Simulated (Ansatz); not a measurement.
# H9NSi3: the cost of one run

Method: RKS PBE0-D4/6-31G, in Ansatz 0.2.0.

### Step 1. The structure to begin with

Bond lengths: Si1–N2 1.820 Å, N2–H3 1.060 Å, N2–H4 1.060 Å, Si1–Si5 2.220 Å, Si5–H6 1.460 Å, Si5–H7 1.460 Å, Si5–H8 1.460 Å, Si1–H9 1.459 Å, Si1–Si10 2.218 Å, Si10–H11 1.460 Å, Si10–H12 1.460 Å, Si10–H13 1.460 Å. Angles (14 of 21 angles, heavy atoms first): N2–Si1–Si5 109.5°, N2–Si1–Si10 109.5°, Si5–Si1–Si10 109.5°, Si1–N2–H3 120.0°, Si1–N2–H4 120.0°, N2–Si1–H9 109.5°, Si5–Si1–H9 109.5°, H9–Si1–Si10 109.5°, Si1–Si5–H6 109.5°, Si1–Si5–H7 109.5°, Si1–Si5–H8 109.5°, Si1–Si10–H11 109.5°, Si1–Si10–H12 109.5°, Si1–Si10–H13 109.5°.

Coordinates:

```xyz
13

Si    0.0000    0.0000    0.0000
N     0.0000    0.0000    1.8200
H    -0.8770   -0.2713    2.3500
H     0.8770    0.2713    2.3500
Si    2.0935    0.0000   -0.7393
H     2.5508   -1.3762   -0.9079
H     2.1573    0.6939   -2.0222
H     2.9510    0.6823    0.2255
H    -0.6877    1.1914   -0.4862
Si   -1.0456   -1.8115   -0.7393
H    -1.7029   -2.4846    0.3772
H    -2.0454   -1.4265   -1.7311
H    -0.0777   -2.7173   -1.3511
```

### Step 2. Preparing the start

The input, input.yaml:

```yaml
crystal:
  periodic: [false, false, false]
  atoms:
    - { symbol: Si, position_ang: [0.0, 0.0, 0.0] }
    - { symbol: "N", position_ang: [0.0, 0.0, 1.82] }
    - { symbol: H, position_ang: [-0.877, -0.2713, 2.35] }
    - { symbol: H, position_ang: [0.877, 0.2713, 2.35] }
    - { symbol: Si, position_ang: [2.0935, 0.0, -0.7393] }
    - { symbol: H, position_ang: [2.5508, -1.3762, -0.9079] }
    - { symbol: H, position_ang: [2.1573, 0.6939, -2.0222] }
    - { symbol: H, position_ang: [2.951, 0.6823, 0.2255] }
    - { symbol: H, position_ang: [-0.6877, 1.1914, -0.4862] }
    - { symbol: Si, position_ang: [-1.0456, -1.8115, -0.7393] }
    - { symbol: H, position_ang: [-1.7029, -2.4846, 0.3772] }
    - { symbol: H, position_ang: [-2.0454, -1.4265, -1.7311] }
    - { symbol: H, position_ang: [-0.0777, -2.7173, -1.3511] }
basis:
  gaussian: { orbitals: "6-31G" }
hamiltonian:
  xc: pbe0
  dispersion: d4
relax:
  f_tol: 0.02
  max_steps: 40
output:
  orbitals: {}
```

Started as:

```sh
ansatz run input.yaml --threads 1 --pin off --max-ram 2048MiB --backend cpu --events-out ev --progress --plain --runs-dir out
```

What time and memory should one allow on 1 thread of Arm Neoverse V2, shared host?

About 53 s, with a peak of 0.16 GiB.
